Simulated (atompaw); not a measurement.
# B: generating and testing a PAW (atompaw) potential

Aim: build the potential from the settings below, then test how well it stands in for the atom: scattering, ghost states and the plane-wave cutoff that it needs.

Method: atompaw 4.2.0.5, PBE, scalar-relativistic.

3 further runs of the same task are left out: 3 set aside as unsound or not needed.

### 1 Settings

Typed settings, in words:

```
element                 : boron (B, Z = 5)
type                    : PAW
frozen core             : [He]
valence charge          : 3
reference configuration : 2s1 2p0 (charge +2)
partial waves           : 2s (bound): rc 1.90 bohr; 2s channel at -2 Ry: rc 1.60 bohr; 2p (bound, empty): rc 1.95 bohr; 2p channel at 2.6 Ry: rc 1.95 bohr
local potential         : troulliermartins scheme with l = 2 at 1 Ry, radius 1.85 bohr
core correction         : smooth core density matched at 1.10 bohr
augmentation charge     : besselshape compensation charge, radius 1.75 bohr; PAW radius 1.95 bohr; waves and projectors: custom rrkj gramschmidtortho
```

The nodes and maxima of the atom's own shells, from an earlier all-electron run, set the scale for the radii.

All-electron outer shells of the reference configuration (PBE, scalar-relativistic, ld1.x):

```
shell  level (eV)  outermost node (bohr)  outermost maximum (bohr)
   2s      -31.48                   0.45                      1.37
   2p      -25.49                      –                      1.26
   3d       -8.19                      –                      3.25
   4f       -3.65                      –                      6.88
```

### 2 The generation run

The input, B.input:

```
B 5
GGA-PBE scalarrelativistic loggrid 1500 logderivrange -4 5 226
2 2 0 0 0 0
2 0 1
2 1 0
0 0 0
c
v
v
1
1.95 1.75 1.85 1.10
y
-2
n
y
2.6
n
custom rrkj gramschmidtortho besselshape
2 1 troulliermartins
1.90
1.60
1.95
1.95
PWSCFOUT
UPFDX 0.0125d0 UPFXMIN -7.d0 UPFZMESH 5.d0
END
```

On the command line:

```sh
$ atompaw < B.input > B.log
```

Before running it: what results should come out? Wanted: cutoffs for 10 and 1 mRy, occupied levels; bound ghosts; largest phase difference near zero energy, channels read; lowest eigenvalue of the overlap; share of valence orbitals outside the PAW sphere; UPF file.

As calculated:

| quantity | value |
| --- | --- |
| cutoffs for 10 and 1 mRy, occupied levels | 8 Ry and 12 Ry |
| bound ghosts | none found |
| largest phase difference near zero energy, channels read | 0.007 rad |
| lowest eigenvalue of the overlap (Bessel basis) | 0.405 (s) |
| share of valence orbitals outside the PAW sphere | 2s 28 %, 2p 27 % |
| UPF file | written |

What this shows: By its cutoff, 8 Ry for the looser tolerance, it is soft on the atom at that tolerance. That counts occupied waves only; other projectors can need more. It is free of bound ghosts as far as tested. Near zero energy the phases of the channels with partial waves agree within 0.007 rad. These are tests on the free atom; a crystal test is still owed.
